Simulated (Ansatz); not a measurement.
# B in Ansatz: the effect of dispersion

Crystal: B.

```
B
1.0
     1.88524    0.00000    0.00000
     0.00000    1.88524    0.00000
     0.00000    0.00000    1.88524
B
1
Direct
  0.50000 0.50000 0.50000
```

The cell was built by a generator and needn't be a form met in nature.

Alike in all runs:

* Program: Ansatz 0.2.0
* Task: relaxation of cell and atoms
* Functional: PBEsol
* Potentials or basis: Ansatz PAW
* Cutoff: 420 eV (not typed: the program's choice for these potentials)
* k mesh: 14 × 14 × 14
* Occupations: fermi-dirac, width 0.05 eV
* Spin: no spin polarisation

Each run relaxes the cell or the atoms first.

| dispersion | relaxed volume (Å³/atom) |
| --- | --- |
| none | ? |
| D3(BJ) | 6.52 |
| D4 | 6.55 |

**Question.** What does the run with dispersion none give?

**Answer.** Relaxed volume 6.63 Å³/atom.

Caveats: the plane-wave basis is chosen anew once the cell has moved, so the energies of steps on either side of that aren't comparable; the PAW data sets come from PBE, with cores solved anew for the run's functional, which leaves a small shift of forces and pressure; pairwise dispersion overbinds metals, which lowers pressure and volume (some runs).
